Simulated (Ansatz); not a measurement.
Write a Python script for Ansatz's Python interface that makes a rigid scan of one bond length of BrClGe, SMILES [Cl][Ge][Br]. Settings (for the species named): r2scan0, def2-SVP basis, multiplicity 1.

```xyz
3

Cl    0.3786    1.7309    0.3866
Ge   -0.7710    0.0791   -0.4104
Br    0.3815   -1.8747    0.0106
```

`brclge_scan.py`:
```python
'''Potential curve of BrClGe along one bond.'''

import ansatz as az
import numpy as np

BASIS_SET = 'def2-SVP'
XC = 'r2scan0'


def main() -> None:
    geometry_ang = [
        ('Cl', [0.3786, 1.7309, 0.3866]),
        ('Ge', [-0.771, 0.0791, -0.4104]),
        ('Br', [0.3815, -1.8747, 0.0106]),
    ]
    geometry = az.Crystal.molecule()
    for symbol, xyz in geometry_ang:
        geometry = geometry.atom(symbol, xyz)

    symbols = [site.symbol for site in geometry.cartesian_sites]
    start = np.array([site.position_ang for site in geometry.cartesian_sites])
    axis = (start[2] - start[1]) / np.linalg.norm(start[2] - start[1])
    moving = [2]
    lengths, energies = [1.96, 2.12, 2.31, 2.54, 2.88, 3.46, 4.15, 5.08], []
    for length in lengths:
        xyz = start.copy()
        xyz[moving] += (length - np.linalg.norm(start[2] - start[1])) * axis
        point = az.Crystal.molecule()
        for symbol, place in zip(symbols, xyz):
            point = point.atom(symbol, place.tolist())
        calc = (
            point.calculation()
            .basis(gaussian=BASIS_SET)  # atom-centred Gaussian functions
            .functional(XC)
            .spin('collinear')
        )
        report = calc.run(threads=1).report
        energies.append(report['free_energy_ev'])
        print(f'r = {length:6.3f} A  E = {energies[-1]:.5f} eV  <S^2> = {abs(report["mean_field"]["state"]["spin_squared"]):.3f}')

    print('energy above the lowest point (eV):', [round(e - min(energies), 3) for e in energies])


if __name__ == '__main__':
    main()
```

Output of `python brclge_scan.py`:
```text
r =  1.960 A  E = -139066.54559 eV  <S^2> = 0.000
r =  2.120 A  E = -139067.65967 eV  <S^2> = 0.000
r =  2.310 A  E = -139068.04327 eV  <S^2> = 0.000
r =  2.540 A  E = -139067.86154 eV  <S^2> = 0.000
r =  2.880 A  E = -139067.14425 eV  <S^2> = 0.000
r =  3.460 A  E = -139065.86464 eV  <S^2> = 0.041
r =  4.150 A  E = -139065.04402 eV  <S^2> = 0.570
r =  5.080 A  E = -139064.66322 eV  <S^2> = 0.779
energy above the lowest point (eV): [1.498, 0.384, 0.0, 0.182, 0.899, 2.179, 2.999, 3.38]
```

Total energies depend on the basis set; only differences at equal settings carry meaning. The rest of the molecule is held rigid at a force-field or estimated start geometry, and the basis set is modest; single-reference methods fail as a bond breaks. The expectation value of S² is noticeably off S(S+1) in at least one run, so that state is spin-contaminated. Hardware and time: 2.6 min on 1 thread of Arm Neoverse V2, on a shared host, peak memory 0.42 GiB.
